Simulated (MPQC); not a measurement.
**One shape, several levels: MoH4 (SMILES [H][Mo]([H])([H])[H])**

Wanted: a comparison of 3 runs (UHF/STO-3G, UPBE/STO-3G, ROKMLYP/jorge-DZP) of MoH4. 

Program for the calculation: MPQC 2.3.1.

2 further runs of the same task are left out: 2 that didn't finish.

## Step 1: The system as given

The species is MoH4 (5 atoms), meant as a triplet with charge 0. As SMILES, `[H][Mo]([H])([H])[H]`. The shape comes from GFN2-xTB, which is rough for such elements, and wasn't checked as a minimum.

Bond lengths: Mo1–H2 1.673 Å, Mo1–H3 1.673 Å, Mo1–H4 1.673 Å, Mo1–H5 1.673 Å. Angles: H2–Mo1–H3 109.6°, H2–Mo1–H4 109.4°, H2–Mo1–H5 109.4°, H3–Mo1–H4 109.5°, H3–Mo1–H5 109.6°, H4–Mo1–H5 109.4°.

## Step 2: Energy and gradient at UHF/STO-3G (run 1)

job.in reads:

```
molecule<Molecule>: (
  symmetry = c1
  unit = bohr
  { atoms geometry } = {
    Mo [ 0.00181414  -0.00066140  -0.00017008 ]
    H  [ 0.01746107  -0.03176630   3.16051025 ]
    H  [ 2.97556276   0.02086258  -1.07300539 ]
    H  [ -1.50382515   2.58627917  -1.01667266 ]
    H  [ -1.49101281  -2.57471405  -1.07068103 ]
  }
)
basis<GaussianBasisSet>: (
  name = "STO-3G"
  molecule = $:molecule
  basisdir = "."
  puream = yes
)
mpqc: (
  checkpoint = no
  savestate = no
  restart = no
  do_energy = yes
  do_gradient = yes
  optimize = no
  mole<UHF>: (
    molecule = $:molecule
    basis = $:basis
    total_charge = 0
    multiplicity = 3
    memory = 1000000000
    print_evals = yes
    maxiter = 120
    value_accuracy = 1e-08
  )
)
```

The basis set STO-3G is read from a file made from the Basis Set Exchange's data (not shown).

Command:

```
$ mpqc job.in > job.out
```

Output:

```text
MPQC: Massively Parallel Quantum Chemistry
[...]
  USCF::init: total charge = 0
[...]
  iter     1 energy = -3933.6179050453 delta = 4.77423e-01
[...]
  <S^2>      = 2.080533
  total scf energy = -3938.1673969780
[...]
Value of the MolecularEnergy: -3938.1673969780
  Gradient of the MolecularEnergy:
      1    0.0002346483
      2    0.0001150733
      3    0.0001202488
      4   -0.0000267736
      5   -0.0000429380
      6    0.0057512637
      7    0.0054692183
      8    0.0000636264
      9   -0.0019935530
     10   -0.0027904206
     11    0.0047526920
     12   -0.0018527861
[...]
      symmetry = c1
[...]
      nbasis = 31
[...]
    nalpha = 24
    nbeta = 22
[...]
```

It took 1 s on 1 thread of AMD EPYC 7R43 (Zen 3), shared host.

## Step 3: Energy and forces at UPBE/STO-3G (run 2)

input.in reads:

```
% H4Mo
molecule<Molecule>: (
    symmetry = c1
    unit = bohr
    { atoms geometry } = {
        Mo [ 0.00181414  -0.00066140  -0.00017008 ]
        H  [ 0.01746107  -0.03176630   3.16051025 ]
        H  [ 2.97556276   0.02086258  -1.07300539 ]
        H  [ -1.50382515   2.58627917  -1.01667266 ]
        H  [ -1.49101281  -2.57471405  -1.07068103 ]
    }
)
basis<GaussianBasisSet>: (
    name = "STO-3G"
    molecule = $:molecule
    basisdir = "."
    puream = yes
)
mpqc: (
    checkpoint = no
    savestate = no
    restart = no
    do_energy = yes
    do_gradient = yes
    optimize = no
    mole<UKS>: (
        molecule = $:molecule
        basis = $:basis
        total_charge = 0
        multiplicity = 3
        memory = 1000000000
        print_evals = yes
        maxiter = 120
        value_accuracy = 1e-08
        functional<StdDenFunctional>: ( name = "PBE" )
        integrator<RadialAngularIntegrator>: ( grid = xfine )
    )
)
```

The basis set STO-3G is read from a file made from the Basis Set Exchange's data (not shown).

Command:

```
$ mpqc input.in > input.out
```

Output:

```text
MPQC: Massively Parallel Quantum Chemistry
[...]
  USCF::init: total charge = 0
[...]
  WARNING: BeckeIntegrationWeight usually uses the atomic maximum
           probability radius, however this is not available for
[...]
  Integrated electron density error = 0.000322581786
  iter     1 energy = -3935.3071503624 delta = 4.77423e-01
[...]
  Integrated electron density error = -0.000000000072
  iter    26 energy = -3939.4908461867 delta = 8.22531e-08
  Integrated electron density error = -0.000000000071
  iter    27 energy = -3939.4908461867 delta = 4.15789e-08
  Integrated electron density error = -0.000000000071
  iter    28 energy = -3939.4908461867 delta = 1.44954e-08
[...]
  <S^2>      = 2.022534
  total scf energy = -3939.4908461867
[...]
  Integrated electron density error = -0.000000002445
  Total Gradient:
[...]
Value of the MolecularEnergy: -3939.4908461867
  Gradient of the MolecularEnergy:
      1    0.0001871852
      2    0.0001103982
      3    0.0001090297
      4   -0.0000399227
      5   -0.0000044687
      6    0.0018481025
      7    0.0018028236
      8    0.0000356593
      9   -0.0006673819
     10   -0.0009227183
     11    0.0015485065
     12   -0.0005939179
[...]
        symmetry = c1
[...]
        nbasis = 31
[...]
      nalpha = 24
      nbeta = 22
[...]
```

It took 42 s on 1 thread of AMD EPYC 7R43 (Zen 3), shared host.

## Step 4: The energy at ROKMLYP/jorge-DZP (run 3)

job.in reads:

```
% H4Mo
molecule<Molecule>: (
  symmetry = auto
  unit = angstrom
  { atoms geometry } = {
    Mo [ 0.000960    -0.000350    -0.000090 ]
    H  [ 0.009240    -0.016810     1.672470 ]
    H  [ 1.574600     0.011040    -0.567810 ]
    H  [ -0.795790     1.368600    -0.538000 ]
    H  [ -0.789010    -1.362480    -0.566580 ]
  }
)
basis<GaussianBasisSet>: (
  name = "jorge-DZP"
  molecule = $:molecule
  basisdir = "."
  puream = yes
)
mpqc: (
  checkpoint = no
  savestate = no
  restart = no
  do_energy = yes
  do_gradient = no
  optimize = no
  mole<HSOSKS>: (
    molecule = $:molecule
    basis = $:basis
    total_charge = 0
    multiplicity = 3
    memory = 1000000000
    print_evals = yes
    maxiter = 94
    functional<StdDenFunctional>: ( name = "KMLYP" )
    integrator<RadialAngularIntegrator>: ( grid = medium )
  )
)
```

The basis set jorge-DZP is read from a file made from the Basis Set Exchange's data (not shown).

Command:

```
$ mpqc job.in > job.out
```

Output:

```text
MPQC: Massively Parallel Quantum Chemistry
[...]
  HSOSSCF::init: total charge = 0
[...]
  WARNING: BeckeIntegrationWeight usually uses the atomic maximum
           probability radius, however this is not available for
[...]
  Integrated electron density error = 0.000435065746
  iter     1 energy = -3856.8137512659 delta = 1.71857e-01
[...]
  Integrated electron density error = -0.000012398380
  iter    13 energy = -3977.7194007402 delta = 2.45441e-05
  Integrated electron density error = -0.000012396098
  iter    14 energy = -3977.7194008113 delta = 1.37495e-05
  Integrated electron density error = -0.000012395833
  iter    15 energy = -3977.7194008216 delta = 4.92560e-06
  Integrated electron density error = -0.000012395715
  iter    16 energy = -3977.7194008226 delta = 2.08814e-06
[...]
  LUMO is    25   A =  -0.043307
  total scf energy = -3977.7194008226
Value of the MolecularEnergy: -3977.7194008226
[...]
        symmetry = c1
[...]
        nbasis = 68
[...]
```

Run time: 34 s. Hardware: 1 thread of AMD EPYC 7R43 (Zen 3), shared host; peak memory 0.4 GiB.

## Step 5: The series

```tsv
run	level	integration grid	task	energy (Eh)	⟨S²⟩	largest force (eV/Å)	wall time
1	UHF/STO-3G	–	gradient	-3938.167397	2.081	0.310	1 s
2	UPBE/STO-3G	xfine	gradient	-3939.490846	2.023	0.108	42 s
3	ROKMLYP/jorge-DZP	medium	energy	-3977.719401	–	–	34 s
```

## Step 6: Results

```
           quantity           value
run 3: total energy  -3977.71940 Eh
```

**Reading.** Totals of different functionals can't be ranked against each other. In runs 1, 2 the basis is minimal, so the values are rough. In runs 1, 2, 3 relativity is left out where basis or elements ask for it. All runs together took 78 s, the longest 42 s.
